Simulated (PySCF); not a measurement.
# Cl3ITi (TiICl3): the cost of one run

Computed with PySCF 2.14.0. Level: levels as typed in each script, gas phase, geometry from GFN2-xTB.

## Step 1: Starting geometry

5 atoms, charge 0, spin multiplicity 1.

Bond lengths: Ti1–I2 2.607 Å, Ti1–Cl3 2.110 Å, Ti1–Cl4 2.110 Å, Ti1–Cl5 2.110 Å. Angles: I2–Ti1–Cl3 110.9°, I2–Ti1–Cl4 110.9°, I2–Ti1–Cl5 110.9°, Cl3–Ti1–Cl4 108.0°, Cl3–Ti1–Cl5 108.0°, Cl4–Ti1–Cl5 108.0°.

As a file:

```
Ti   -0.7916    0.0000    0.0000
I     1.8159    0.0000    0.0000
Cl   -1.5456   -1.5675    1.1949
Cl   -1.5456   -0.2510   -1.9550
Cl   -1.5456    1.8186    0.7601
```

## Step 2: Density, bond paths and surface potential (TPSS/def2-svp)

Input file input.py:

```python
import numpy as np
from pyscf import gto, scf, dft
from pyscf.scf import atom_ks, atom_hf
from scipy.linalg import block_diag

def solve(mol, dm0=None, hcore=None):
    mf = (dft.UKS if mol.spin else dft.RKS)(mol, xc='tpss')
    mf.grids.level = 3
    mf = mf.density_fit(auxbasis='def2-universal-jkfit')
    mf.conv_tol, mf.max_cycle = 1e-8, 80
    if hcore is not None:
        mf.get_hcore = lambda *args: hcore
    mf.kernel(dm0)
    if not mf.converged:
        mf = mf.newton().run(mf.mo_coeff, mf.mo_occ, max_cycle=30)
    assert mf.converged, 'SCF not converged'
    return mf

mol = gto.M(atom='''
Ti    -0.79159    -0.00001     0.00001
I      1.81587     0.00000    -0.00001
Cl    -1.54560    -1.56755     1.19486
Cl    -1.54563    -0.25100    -1.95496
Cl    -1.54561     1.81855     0.76011
''', basis='def2-svp', ecp={'I': 'def2-svp'}, charge=0, spin=0, verbose=4)
mf = solve(mol)
mf.analyze()
# spherically averaged free atoms, for the promolecule
atom_ks.AtomSphAverageRKS.init_guess_by_vsap = lambda self, mol=None: self.init_guess_by_minao(mol)  # core potentials
atm = atom_ks.get_atm_nrks(mol, xc='tpss')
pro = block_diag(*[(atm[a[0]][2] * atm[a[0]][3]) @ atm[a[0]][2].T for a in mol._atom])
np.savez('result.npz', e=mf.e_tot, c=mf.mo_coeff, occ=mf.mo_occ, eps=mf.mo_energy, pro=pro, dip=mf.dip_moment(verbose=0), s2=mf.spin_square()[0])
```

Command:

```
OMP_NUM_THREADS=1 python input.py
```

Q: Estimate wall time and peak memory on 1 thread of Arm Neoverse V1, shared host.

About 45 s, with a peak of 0.48 GiB.
